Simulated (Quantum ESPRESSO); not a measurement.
Set up this calculation in Quantum ESPRESSO 7.5, as the native input.

```
Task                : single point
Functional          : PBE
Potentials or basis : SSSP 1.3 efficiency PBE
Cutoff              : 884 eV
Density cutoff      : 10612 eV
k mesh              : 7 × 7 × 8
Occupations         : fermi-dirac, width 0.05 eV
Spin                : collinear spin, ferromagnetic start
Starting moments    : [3.5, 0.0, 5.5] μB
Mixing beta         : 0.3
Most SCF iterations : 120
SCF threshold       : 6e-10 Ry
```

The system is TmMnIn.

```xyz
3
Lattice="4.7483 0.0000 0.0000 -2.3741 4.1121 0.0000 0.0000 0.0000 3.4683" Properties=species:S:1:pos:R:3 pbc="T T T"
Tm    2.3741    1.3707    0.0000
In    0.0000    2.7414    1.7342
Mn    0.0000    0.0000    1.7342
```

The cell comes from a database or a generator and needn't be the stable form of this composition.

These files were run (other wordings do the same):

pw.in

```
&CONTROL
  calculation = 'scf'
  prefix = 'pwscf'
  outdir = './tmp'
  pseudo_dir = './pseudo'
  tprnfor = .true.
  tstress = .true.
  disk_io = 'nowf'
/
&SYSTEM
  ibrav = 0
  nat = 3
  ntyp = 3
  ecutwfc = 65
  ecutrho = 780
  nbnd = 38
  occupations = 'smearing'
  smearing = 'fd'
  degauss = 0.00367493
  nspin = 2
  starting_magnetization(1) = 0.1522
  starting_magnetization(2) = 0
  starting_magnetization(3) = 0.3667
/
&ELECTRONS
  conv_thr = 6d-10
  electron_maxstep = 120
  mixing_beta = 0.3
/
ATOMIC_SPECIES
Tm   168.9342 Tm.paw.z_23.atompaw.wentzcovitch.v1.2.upf
In   114.8180 In.pbe-dn-rrkjus_psl.0.2.2.UPF
Mn    54.9380 mn_pbe_v1.5.uspp.F.UPF
CELL_PARAMETERS angstrom
   4.7482601873    0.0000000000    0.0000000000
  -2.3741300936    4.1121139459    0.0000000000
   0.0000000000    0.0000000000    3.4683160000
ATOMIC_POSITIONS crystal
Tm     0.6666666667    0.3333333333    0.0000000000
In     0.3333333333    0.6666666667    0.5000000000
Mn     0.0000000000    0.0000000000    0.5000000000
K_POINTS automatic
7 7 8 0 0 0
```

Potentials or basis: SSSP 1.3 efficiency PBE.

Command:

```sh
$ OMP_NUM_THREADS=1 pw.x -in pw.in > pw.out
```

Results of the run:

```yaml
Pressure: 1.9 GPa
Band_gap_on_the_k_mesh: none (metal or under the smearing width)
Net_moment: 5.26 μB per cell
Absolute_moment: 5.63 μB per cell
Site_moments: Tm +1.37; In -0.02; Mn +3.76 μB
Valence_electrons_inside_the_program's_atomic_spheres: Tm 21.26; In 10.91; Mn 13.53
```

Caveat: the magnetic or orbital state may not be the lowest; spin-orbit coupling is left out, which moves the levels of the heavy elements; without U or exact exchange the open f shell lies at the Fermi level, which spoils levels, moments and volumes.

Run time: 8.6 min on 1 thread of Arm Neoverse V2, on a shared host, peak memory 1.8 GiB.
